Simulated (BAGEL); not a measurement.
# singlet C2HF2Ge+ at 4 levels

We compute a comparison of 4 runs (HF/6-31G*, B3LYP/6-31G*, PBE0/6-31G*, RI-MP2/6-31G*) of singlet C2HF2Ge+. 

The calculation is run with BAGEL 1.2.2.

2 further runs of the same task are left out: 2 set aside as unsound or not needed.

## Step 1: Starting point

The species is C2HF2Ge+ (6 atoms), meant as a singlet with charge +1. SMILES of the parent species: `C#[C][Ge]([F])[F]`. The shape is that of a PBE0-D4/def2-TZVP optimisation. That shape belongs to the parent species and isn't relaxed for this state.

Bond lengths: C1–C2 1.206 Å, C2–Ge3 1.892 Å, Ge3–F4 1.728 Å, Ge3–F5 1.728 Å, C1–H6 1.067 Å. Angles: C1–C2–Ge3 171.1°, C2–Ge3–F4 108.5°, C2–Ge3–F5 108.5°, F4–Ge3–F5 104.7°, C2–C1–H6 178.2°.

## Step 2: The energy at HF/6-31G(d) (density fitting with qzvpp-jkfit, spherical functions) (run 1)

File input.json:

```json
{ "bagel": [

{
  "title": "molecule",
  "basis": "6-31gs.json",
  "df_basis": "qzvpp-jkfit",
  "angstrom": true,
  "geometry": [
    { "atom": "C", "xyz": [      -0.190100,       0.518400,       1.692900 ] },
    { "atom": "C", "xyz": [      -0.131400,       0.204200,       0.530300 ] },
    { "atom": "Ge", "xyz": [      -0.289600,      -0.139700,      -1.323100 ] },
    { "atom": "F", "xyz": [      -0.276600,      -1.850600,      -1.565100 ] },
    { "atom": "F", "xyz": [       1.142900,       0.424100,      -2.108200 ] },
    { "atom": "H", "xyz": [      -0.213200,       0.779700,       2.727000 ] }
  ]
},

{
  "title": "hf",
  "charge": 1
},

{
  "title": "print",
  "file": "orbitals.molden",
  "orbitals": true
}

]}
```

The basis set 6-31G* is read from a file made from the Basis Set Exchange's data (not shown).

Run with:

```sh
BAGEL_NUM_THREADS=1 BAGEL input.json > input.out
```

What it wrote:

```text
* using 1 threads per process

  ===============================================================
  ===============================================================

  *** Geometry ***

  { "atom" : "C", "xyz" : [     -0.359237,      0.979634,      3.199117 ] },
  { "atom" : "C", "xyz" : [     -0.248310,      0.385882,      1.002122 ] },
  { "atom" : "Ge", "xyz" : [     -0.547265,     -0.263995,     -2.500297 ] },
  { "atom" : "F", "xyz" : [     -0.522698,     -3.497127,     -2.957610 ] },
  { "atom" : "F", "xyz" : [      2.159768,      0.801433,     -3.983921 ] },
  { "atom" : "H", "xyz" : [     -0.402890,      1.473419,      5.153283 ] },

  Number of auxiliary basis functions:      588

  Since a DF basis is specified, we compute 2- and 3-index integrals:
    o Being stored without compression. Storage requirement is 0.038 GB

  Number of basis functions:       90
  Number of electrons      :       63

    * METHOD: MOLECULE                             0.40

  *** RHF ***

  === Nuclear Repulsion ===
   338.4394950532

      * DIIS with orbital gradients will be used.

  === RHF iteration (6-31gs.json) ===
      0      -2349.58411693          0.02166973           0.14
      1      -2349.73017088          0.01692252           0.16
      2      -2349.88040302          0.00175215           0.13
[... 17 lines of this table left out ...]
     20      -2349.88347826          0.00000001           0.12
    * SCF iteration converged.

    * Permanent dipole moment:
           (    1.556549,    -1.244668,    -1.146057) a.u.

    * METHOD: HF                                   3.02

    * METHOD: PRINT                                0.01

  ===============================================================
```

It took 3.9 s on 1 thread of Intel Xeon 6975P-C (Granite Rapids), shared host; peak memory 0.17 GiB.

## Step 3: The energy at B3LYP/6-31G(d) (density fitting with qzvpp-jkfit, spherical functions) (run 2)

File calc.json:

```json
{ "bagel": [

{
  "title": "molecule",
  "basis": "6-31gs.json",
  "df_basis": "qzvpp-jkfit",
  "angstrom": true,
  "geometry": [
    { "atom": "C", "xyz": [   -0.190100,    0.518400,    1.692900 ] },
    { "atom": "C", "xyz": [   -0.131400,    0.204200,    0.530300 ] },
    { "atom": "Ge", "xyz": [   -0.289600,   -0.139700,   -1.323100 ] },
    { "atom": "F", "xyz": [   -0.276600,   -1.850600,   -1.565100 ] },
    { "atom": "F", "xyz": [    1.142900,    0.424100,   -2.108200 ] },
    { "atom": "H", "xyz": [   -0.213200,    0.779700,    2.727000 ] }
  ]
},
{
  "title": "ks",
  "xc_func": "b3lyp",
  "charge": 1
},
{
  "title": "print",
  "file": "orbitals.molden",
  "orbitals": true
}

]}
```

The basis set 6-31G* is read from a file made from the Basis Set Exchange's data (not shown).

Run with:

```sh
BAGEL_NUM_THREADS=1 BAGEL calc.json > calc.out
```

What it wrote:

```text
* using 1 threads per process

  ===============================================================
  ===============================================================

  *** Geometry ***

[... 19 lines left out ...]
    * Removing 9764 points whose weight is below 1.00e-10
[... 2 lines left out ...]
  === Nuclear Repulsion ===
   338.4394950532

       - DIIS with orbital gradients will be used.

  === KS iteration (b3lyp / 6-31gs.json) ===
      0      -2249.69268636          0.11045602           0.45
      1      -1935.22489550          0.22988357           0.46
      2      -2181.50122031          0.14089062           0.34
[... 26 lines of this table left out ...]
     29      -2352.85263081          0.00000000           0.35
    * SCF iteration converged.

    * Permanent dipole moment:
           (    1.128262,    -1.021159,    -1.328999) a.u.

    * METHOD: KS                                  10.96

    * METHOD: PRINT                                0.01

  ===============================================================
```

It took 12 s on 1 thread of Intel Xeon 6975P-C (Granite Rapids), shared host; peak memory 0.4 GiB.

Run 3 isn't shown in full; the table further down has it.

## Step 4: The energy at RI-MP2/6-31G(d) (density fitting with qzvpp-jkfit, spherical functions) (run 4)

File input.json:

```json
{ "bagel" : [

{
  "title" : "molecule",
  "basis" : "6-31gs.json",
  "df_basis" : "qzvpp-jkfit",
  "angstrom" : "true",
  "geometry" : [
    { "atom" : "C", "xyz" : [      -0.190100,       0.518400,       1.692900 ] },
    { "atom" : "C", "xyz" : [      -0.131400,       0.204200,       0.530300 ] },
    { "atom" : "Ge", "xyz" : [      -0.289600,      -0.139700,      -1.323100 ] },
    { "atom" : "F", "xyz" : [      -0.276600,      -1.850600,      -1.565100 ] },
    { "atom" : "F", "xyz" : [       1.142900,       0.424100,      -2.108200 ] },
    { "atom" : "H", "xyz" : [      -0.213200,       0.779700,       2.727000 ] }
  ]
},

{
  "title" : "hf",
  "charge" : 1
},

{
  "title" : "mp2",
  "charge" : 1,
  "ncore" : 13
}

]}
```

The basis set 6-31G* is read from a file made from the Basis Set Exchange's data (not shown).

Run with:

```sh
BAGEL_NUM_THREADS=1 BAGEL input.json > input.out
```

What it wrote:

```text
* using 1 threads per process

  ===============================================================
  ===============================================================

  *** Geometry ***

[... 30 lines left out ...]
    * SCF iteration converged.
[... 1 line left out ...]
    * Permanent dipole moment:
[... 2 lines left out ...]
    * METHOD: HF                                   2.70

  *** RHF ***

  === Nuclear Repulsion ===
   338.4394950532

      * DIIS with orbital gradients will be used.

  === RHF iteration (6-31gs.json) ===
      0      -2349.88347826          0.00000001           0.10
    * SCF iteration converged.

    * Permanent dipole moment:
           (    1.556549,    -1.244668,    -1.146056) a.u.

  === DF-MP2 calculation ===

    * freezing 13 orbitals
    * 3-index integral transformation done
    * assembly done

      MP2 correlation energy:   -0.8378531099      0.06

      MP2 total energy:       -2350.7213313731

    * METHOD: MP2                                  0.28

  ===============================================================
```

Wall time 3.9 s (1 thread of Intel Xeon 6975P-C (Granite Rapids), shared host); peak memory 0.17 GiB.

## Step 5: The series

```csv
run,level,frozen core orbitals,energy (Eh),HOMO energy (eV),LUMO energy (eV),HOMO–LUMO gap (eV),wall time
1,"HF/6-31G* (density fitting with qzvpp-jkfit, spherical functions)",–,-2349.883478,-17.62,-8.87,8.74,3.9 s
2,"B3LYP/6-31G* (density fitting with qzvpp-jkfit, spherical functions)",–,-2352.852631,-14.79,-12.20,2.59,12 s
3,"PBE0/6-31G* (density fitting with qzvpp-jkfit, spherical functions)",–,-2352.261618,-15.05,-11.99,3.06,13 s
4,"RI-MP2/6-31G* (density fitting with qzvpp-jkfit, spherical functions)",13,-2350.721331,–,–,–,3.9 s
```

## Step 6: Outcome

| quantity | value |
| --- | --- |
| run 4: total energy | -2350.72133 Eh |
| run 4: correlation energy (13 core orbitals frozen) | -837.9 mEh |

In words: Over runs 1, 2, 3 the HOMO–LUMO gap runs from 2.59 eV (B3LYP/6-31G*) to 8.74 eV (HF/6-31G*). Exact exchange widens orbital gaps. Totals of different functionals can't be ranked against each other. All runs together took 32 s, the longest 13 s.
